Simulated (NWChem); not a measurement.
# One shape, several levels: C2H6BN− (SMILES [BH2-]/C=N/C)

Aim: a comparison of 3 runs (UHF/def2-SVP, UPBE0/def2-SVP, UPBE0/6-31G) of C2H6BN−. 

The calculation is run with NWChem 7.3.0.

### Step 1. The structure to begin with

The species is C2H6BN− (10 atoms), meant as a doublet with charge -1. SMILES: `[BH2-]/C=N/C`. Geometry: relaxed at GFN2-xTB.

Bond lengths: B1–C2 1.490 Å, C2–N3 1.333 Å, N3–C4 1.420 Å, B1–H5 1.205 Å, B1–H6 1.194 Å, C2–H7 1.124 Å, C4–H8 1.107 Å, C4–H9 1.107 Å, C4–H10 1.116 Å. Some angles: B1–C2–N3 127.0°, C2–N3–C4 117.8°, B1–C2–H7 117.8°, N3–C2–H7 115.3°, C2–B1–H5 119.4°, C2–B1–H6 123.5°, N3–C4–H8 110.8°, N3–C4–H9 110.9°, N3–C4–H10 114.6°, H5–B1–H6 117.1°.

### Step 2. Energy and gradient at UHF/def2-SVP (run 1)

Input file run.py:

```python
from ase import Atoms
from ase.calculators.nwchem import NWChem

atoms = Atoms('BCNCHHHHHH', positions=[
    [-1.110940, 1.441700, -1.010710],
    [-0.133440, 0.497140, -0.400790],
    [-0.393290, -0.464890, 0.484350],
    [0.693430, -1.257720, 0.939720],
    [-0.724540, 2.264310, -1.802040],
    [-2.278480, 1.434020, -0.759770],
    [0.944310, 0.589060, -0.706910],
    [0.516500, -2.329220, 0.724970],
    [0.804860, -1.180600, 2.038650],
    [1.681590, -0.993810, 0.492530],
])

calc = NWChem(
    label='c2h6bn',
    theory='scf',
    memory='2200 mb',
    basis='def2-SVP',
    basispar='spherical bse',
    charge=-1,
    scf={'nopen': '1', 'uhf': None, 'thresh': '1e-08', 'maxiter': '80'},
)
atoms.calc = calc

forces = atoms.get_forces()
e = atoms.get_potential_energy()
print(f"E = {e:.6f} eV")
print("forces (eV/A):")
for s, f in zip(atoms.symbols, forces):
    print(f"{s:2s} {f[0]:10.5f} {f[1]:10.5f} {f[2]:10.5f}")
```

Run with:

```
$ export ASE_NWCHEM_COMMAND="nwchem PREFIX.nwi > PREFIX.nwo"
$ python run.py
```

What it wrote:

```text
E = -4304.303119 eV
forces (eV/A):
B     0.02988    0.21870   -0.19556
C     0.82229   -0.68900    0.42326
N    -0.04638    0.34278   -0.28735
C     0.49375   -0.22353    0.09133
H     0.19998    0.38680   -0.37579
H    -0.68294   -0.05836    0.19479
H    -0.49468   -0.03111    0.12958
H     0.05836    0.21294    0.08587
H    -0.01358   -0.06171   -0.23155
H    -0.36664   -0.09750    0.16542
```

The calculator wrote c2h6bn.nwi:

```
title "c2h6bn"

permanent_dir c2h6bn

scratch_dir c2h6bn

start c2h6bn

geometry units angstrom nocenter noautosym noautoz
  B  -1.1109400000000000e+00 1.4417000000000000e+00 -1.0107100000000000e+00
  C  -1.3344000000000000e-01 4.9714000000000003e-01 -4.0078999999999998e-01
  N  -3.9328999999999997e-01 -4.6489000000000003e-01 4.8435000000000000e-01
  C  6.9342999999999999e-01 -1.2577199999999999e+00 9.3972000000000000e-01
  H  -7.2453999999999996e-01 2.2643100000000000e+00 -1.8020400000000001e+00
  H  -2.2784800000000001e+00 1.4340200000000001e+00 -7.5976999999999995e-01
  H  9.4430999999999998e-01 5.8906000000000003e-01 -7.0691000000000004e-01
  H  5.1649999999999996e-01 -2.3292199999999998e+00 7.2497000000000000e-01
  H  8.0486000000000002e-01 -1.1806000000000001e+00 2.0386500000000001e+00
  H  1.6815899999999999e+00 -9.9380999999999997e-01 4.9253000000000002e-01
end

charge -1

memory 2200 mb

basis spherical bse noprint
   * library def2-SVP
end

scf
  nopen 1
  uhf
  thresh 1e-08
  maxiter 80
end

task scf gradient
```

c2h6bn.nwo:

```text
Northwest Computational Chemistry Package (NWChem) 7.3.0
             --------------------------------------------------------

           Job information
           ---------------

    nwchem branch   = 7.3.0
    use scalapack   = T
    input           = c2h6bn.nwi
    prefix          = c2h6bn.
    data base       = c2h6bn/c2h6bn.db
    status          = startup
    nproc           =        1

           Memory information
           ------------------

    heap     =     72089594 doubles =      550.0 Mbytes
    stack    =     72089599 doubles =      550.0 Mbytes
    global   =    144179200 doubles =     1100.0 Mbytes (distinct from heap & stack)
    total    =    288358393 doubles =     2200.0 Mbytes
    verify   = yes
    hardfail = no

           Directory information
           ---------------------

  0 permanent = c2h6bn
  0 scratch   = c2h6bn

                                NWChem Input Module
                                -------------------

                                      c2h6bn
                                      ------

[... 26 lines left out ...]
            Nuclear Dipole moment (a.u.)
[... 90 lines left out ...]
 1-e energy   =    -425.582915
[... 7 lines left out ...]
         Quadratically convergent UHF
[... 15 lines left out ...]
       Final UHF  results
[... 3 lines left out ...]
      One electron energy =   -421.407201813562
[... 1 line left out ...]
 Nuclear repulsion energy =    102.186465550415
[... 38 lines left out ...]
          Final beta eigenvalues
[... 206 lines left out ...]
                     UHF Final Beta Molecular Orbital Analysis
[... 237 lines left out ...]
     1   1 0 0      1.842952      5.509939      3.898625     -7.565612
[... 8 lines of this table left out ...]
     2   0 0 2    -26.841132    -55.809144    -50.526227     79.494239

                              NWChem Gradients Module
                              -----------------------

                                      c2h6bn

  wavefunction    =   UHF

                         UHF ENERGY GRADIENTS

    atom               coordinates                        gradient
                 x          y          z           x          y          z
   1 B      -2.099372   2.724418  -1.909965   -0.000581  -0.004253   0.003803
   2 C      -0.252165   0.939458  -0.757383   -0.015991   0.013399  -0.008231
   3 N      -0.743210  -0.878515   0.915289    0.000902  -0.006666   0.005588
[... 6 lines of this table left out ...]
  10 H       3.177744  -1.878029   0.930747    0.007130   0.001896  -0.003217

                 ----------------------------------------
                 |  Time  |  1-e(secs)   |  2-e(secs)   |
                 ----------------------------------------
                 |  CPU   |       0.01   |       1.97   |
                 ----------------------------------------
                 |  WALL  |       0.01   |       1.97   |
                 ----------------------------------------

 Task  times  cpu:       19.0s     wall:       19.0s
 Total times  cpu:       19.0s     wall:       19.0s
```

It took 20 s on 1 thread of Intel Xeon Platinum 8488C (Sapphire Rapids), shared host; peak memory 0.1 GiB.

### Step 3. Energy and forces at UPBE0/def2-SVP (run 2)

Input file job.xyz:

```xyz
10

B     -1.110940     1.441700    -1.010710
C     -0.133440     0.497140    -0.400790
N     -0.393290    -0.464890     0.484350
C      0.693430    -1.257720     0.939720
H     -0.724540     2.264310    -1.802040
H     -2.278480     1.434020    -0.759770
H      0.944310     0.589060    -0.706910
H      0.516500    -2.329220     0.724970
H      0.804860    -1.180600     2.038650
H      1.681590    -0.993810     0.492530
```

Input file job.nw:

```
start job
memory 2200 mb
charge -1

geometry units angstroms noautosym nocenter noautoz
  load job.xyz
end

basis spherical bse
  * library def2-SVP
end

dft
  xc pbe0
  mult 2
  grid xfine
  convergence energy 1e-08
  maxiter 100
  mulliken
  print low
end

task dft gradient
```

Run with:

```
$ nwchem job.nw > job.out
```

What it wrote:

```text
[...]
 d= 0,ls=0.0,diis     1   -158.9356212578 -2.61D+02  1.05D-02  2.21D-01     6.5
[...]
 d= 0,ls=0.0,diis    13   -159.0648858819 -2.51D-09  9.24D-07  4.87D-10    84.2
[...]
         Total DFT energy =     -159.064885881887
      One electron energy =     -421.910450408645
           Coulomb energy =      184.676576454817
    Exchange-Corr. energy =      -24.017477478473
 Nuclear repulsion energy =      102.186465550415
[...]
      Total Density - Mulliken Population Analysis
     ---------------------------------------------
    Atom       Charge   Shell Charges
 -----------   ------   -------------------------------------------------------
    1 B    5     5.35   1.99  0.76  0.24  1.63  0.70  0.04
    2 C    6     5.93   1.99  0.92  0.19  2.00  0.78  0.05
    3 N    7     7.37   1.99  1.01  0.64  2.34  1.36  0.03
    4 C    6     5.91   1.99  0.91  0.09  2.07  0.81  0.05
    5 H    1     1.14   0.74  0.39  0.01
    6 H    1     1.11   0.74  0.36  0.01
    7 H    1     1.08   0.75  0.30  0.02
    8 H    1     1.02   0.75  0.25  0.02
    9 H    1     1.02   0.75  0.25  0.02
   10 H    1     1.06   0.75  0.29  0.02
[...]
      <S2> =      0.7648 (Exact =     0.7500)
                         DFT ENERGY GRADIENTS
    atom               coordinates                        gradient
                 x          y          z           x          y          z
   1 B      -2.099372   2.724418  -1.909965   -0.001306  -0.004235   0.003933
   2 C      -0.252165   0.939458  -0.757383   -0.006776   0.015539  -0.012020
   3 N      -0.743210  -0.878515   0.915289   -0.000002  -0.005568   0.004845
   4 C       1.310393  -2.376746   1.775813    0.003995  -0.004652   0.003138
   5 H      -1.369182   4.278925  -3.405362   -0.004253  -0.008172   0.007946
   6 H      -4.305703   2.709905  -1.435757    0.014478   0.001275  -0.004157
   7 H       1.784487   1.113162  -1.335866   -0.000745   0.000072   0.000137
   8 H       0.976043  -4.401588   1.369995   -0.001143   0.004348  -0.000984
   9 H       1.520965  -2.231011   3.852490   -0.001731   0.001873  -0.003779
  10 H       3.177744  -1.878029   0.930747   -0.002517  -0.000479   0.000941
[...]
```

It took 96 s on 1 thread of Intel Xeon Platinum 8488C (Sapphire Rapids), shared host; peak memory 0.15 GiB.

### Step 4. Energy and gradient at UPBE0/6-31G (run 3)

Input file struct.nw:

```
start struct
title "C2H6BN PBE0"
memory total 2200 mb
charge -1
geometry units bohr noautosym nocenter noautoz
   B     -2.09937234     2.72441815    -1.90996509
   C     -0.25216505     0.93945845    -0.75738333
   N     -0.74321039    -0.87851478     0.91528885
   C      1.31039279    -2.37674634     1.77581343
   H     -1.36918217     4.27892576    -3.40536207
   H     -4.30570318     2.70990506    -1.43575722
   H      1.78448728     1.11316207    -1.33586629
   H      0.97604354    -4.40158788     1.36999475
   H      1.52096497    -2.23101066     3.85249016
   H      3.17774455    -1.87802872     0.93074681
end
basis spherical bse
   * library 6-31G
end
dft
   xc pbe0
   mult 2
   grid xfine
   convergence energy 1e-08
   iterations 100
   mulliken
   noprint "final vectors analysis"
end
task dft gradient
```

Run with:

```
$ nwchem struct.nw > struct.out
```

What it wrote:

```text
[...]
          Wavefunction type:  spin polarized.
          No. of atoms     :    10
          No. of electrons :    31
[...]
          Charge           :    -1
          Spin multiplicity:     2
[...]
          AO basis - number of functions:    48
[...]
              XC Information
              --------------
                         PBE0 Method XC Functional
                     Hartree-Fock (Exact) Exchange  0.250
          PerdewBurkeErnzerhof Exchange Functional  0.750
            Perdew 1991 LDA Correlation Functional  1.000 local
           PerdewBurkeErnz. Correlation Functional  1.000 non-local
[...]
 d= 0,ls=0.0,diis     1   -158.9950717176 -2.61D+02  1.70D-02  2.14D-01     3.6
[...]
 d= 0,ls=0.0,diis    13   -159.1252587683 -1.36D-09  1.16D-06  1.51D-10    42.7
[...]
         Total DFT energy =     -159.125258768306
      One electron energy =     -422.113863930971
           Coulomb energy =      184.869485194298
    Exchange-Corr. energy =      -24.067338232175
 Nuclear repulsion energy =      102.186458200542
[...]
      Total Density - Mulliken Population Analysis
     ---------------------------------------------
    Atom       Charge   Shell Charges
 -----------   ------   -------------------------------------------------------
    1 B    5     5.10   2.00  0.53  1.50  0.39  0.68
    2 C    6     6.08   2.00  0.71  2.01  0.52  0.85
    3 N    7     7.46   2.00  0.79  2.39  0.98  1.31
    4 C    6     6.33   2.00  0.68  2.10  0.62  0.94
    5 H    1     1.18   0.52  0.66
    6 H    1     1.15   0.52  0.63
    7 H    1     0.99   0.53  0.45
    8 H    1     0.89   0.53  0.36
    9 H    1     0.89   0.53  0.36
   10 H    1     0.93   0.53  0.40
[...]
      <S2> =      0.7641 (Exact =     0.7500)
[...]
  wavefunction    = open shell
                         DFT ENERGY GRADIENTS
    atom               coordinates                        gradient
                 x          y          z           x          y          z
   1 B      -2.099372   2.724418  -1.909965   -0.002123  -0.003353   0.003350
   2 C      -0.252165   0.939458  -0.757383   -0.006961  -0.002663   0.003727
   3 N      -0.743210  -0.878515   0.915289    0.013243  -0.000787  -0.002063
   4 C       1.310393  -2.376746   1.775813   -0.009342   0.009455  -0.006250
   5 H      -1.369182   4.278926  -3.405362   -0.002569  -0.005160   0.004991
   6 H      -4.305703   2.709905  -1.435757    0.009451   0.001022  -0.002889
   7 H       1.784487   1.113162  -1.335866    0.001579  -0.000421   0.000081
   8 H       0.976044  -4.401588   1.369995   -0.001690   0.000322  -0.001079
   9 H       1.520965  -2.231011   3.852490   -0.001381   0.001460   0.000228
  10 H       3.177745  -1.878029   0.930747   -0.000207   0.000124  -0.000097
[...]
```

It took 49 s on 1 thread of Intel Xeon Platinum 8488C (Sapphire Rapids), shared host; peak memory 0.14 GiB.

### Step 5. The series

```csv
run,level,iteration cap,module,energy (Eh),⟨S²⟩,largest force (eV/Å),wall time
1,UHF/def2-SVP,80,scf,-158.180223,0.858,1.153,20 s
2,UPBE0/def2-SVP,100,dft,-159.064886,0.765,1.069,96 s
3,UPBE0/6-31G,100,dft,-159.125259,0.764,0.755,49 s
```

### Step 6. Results

| quantity | value |
| --- | --- |
| run 3: total energy | -159.12526 Eh |
| run 3: ⟨S²⟩ | 0.764 |
| run 3: largest force on an atom | 0.755 eV/Å |

Spin contamination of the reference: run 1 ⟨S²⟩ = 0.86. All runs together took 2.8 min, the longest 96 s.
